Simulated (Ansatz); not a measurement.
## FH4SbSi, SMILES F[SiH2][SbH2]: a rigid scan of one bond length, step by step

With the Python package of Ansatz (0.2.0).

The script reads `fh4sbsi.xyz`:
```text
7

F    -2.15070    0.54330    0.02690
Si   -0.75950   -0.06930   -0.56120
Sb    1.15190    0.97130    0.65410
H    -0.67930   -1.50940   -0.34190
H    -0.62770    0.20360   -2.01660
H     0.81720    0.06020    2.11850
H     2.30940   -0.26770    0.07450
```

Notebook, run cell by cell (the value of a cell's last expression is shown):

**Cell 1**
```python
import ansatz as az
import numpy as np
```

**Cell 2**
```python
fh4sbsi = az.Crystal.molecule_from_extxyz("fh4sbsi.xyz")
```

**Cell 3**
```python
symbols = [site.symbol for site in fh4sbsi.cartesian_sites]
start = np.array([site.position_ang for site in fh4sbsi.cartesian_sites])
axis = (start[2] - start[1]) / np.linalg.norm(start[2] - start[1])
moving = [2, 5, 6]
lengths, energies = [2.194, 2.293, 2.393, 2.493, 2.592, 2.692, 2.792, 2.941], []
for length in lengths:
    xyz = start.copy()
    xyz[moving] += (length - np.linalg.norm(start[2] - start[1])) * axis
    point = az.Crystal.molecule()
    for symbol, xyz in zip(symbols, xyz):
        point = point.atom(symbol, xyz.tolist())
    base = point.calculation()
    base = base.basis(gaussian="def2-SVP")
    base = base.functional("PBE0")
    report = base.run(threads=1, backend="cpu").report
    energies.append(report["free_energy_ev"])
    print(f"r = {length:6.3f} A  E = {energies[-1]:.5f} eV  <S^2> = {abs(report['mean_field']['state']['spin_squared']):.3f}")
```
Output:
```text
r =  2.194 A  E = -17186.58363 eV  <S^2> = 0.000
r =  2.293 A  E = -17187.14401 eV  <S^2> = 0.000
r =  2.393 A  E = -17187.47657 eV  <S^2> = 0.000
r =  2.493 A  E = -17187.63986 eV  <S^2> = 0.000
r =  2.592 A  E = -17187.68186 eV  <S^2> = 0.000
r =  2.692 A  E = -17187.63834 eV  <S^2> = 0.000
r =  2.792 A  E = -17187.53435 eV  <S^2> = 0.000
r =  2.941 A  E = -17187.30756 eV  <S^2> = 0.000
```

**Cell 4**
```python
# quartic fit about the minimum
fit = np.polynomial.Polynomial.fit(lengths, np.array(energies) - min(energies), 4).convert()
roots = [r.real for r in fit.deriv().roots() if abs(r.imag) < 1e-9 and fit.deriv(2)(r.real) > 0]
r_e = min(roots, key=lambda r: abs(r - lengths[int(np.argmin(energies))]))
print(f"minimum of the fit at {r_e:.4f} A, force constant {fit.deriv(2)(r_e):.2f} eV/A^2")
```
Output:
```text
minimum of the fit at 2.5843 A, force constant 8.69 eV/A^2
```

Total energies depend on the basis set; only differences at equal settings carry meaning. The rest of the molecule is held rigid at a force-field or estimated start geometry, and the basis set is modest; single-reference methods fail as a bond breaks. def2 sets replace the cores of elements past krypton by effective core potentials. The orbitals are restricted, so S² is zero by construction. The whole script took 16 s on 1 thread of Arm Neoverse V2, on a shared host, peak memory 0.22 GiB.

(Lines on the test bed's own set-up are left out of the output.)
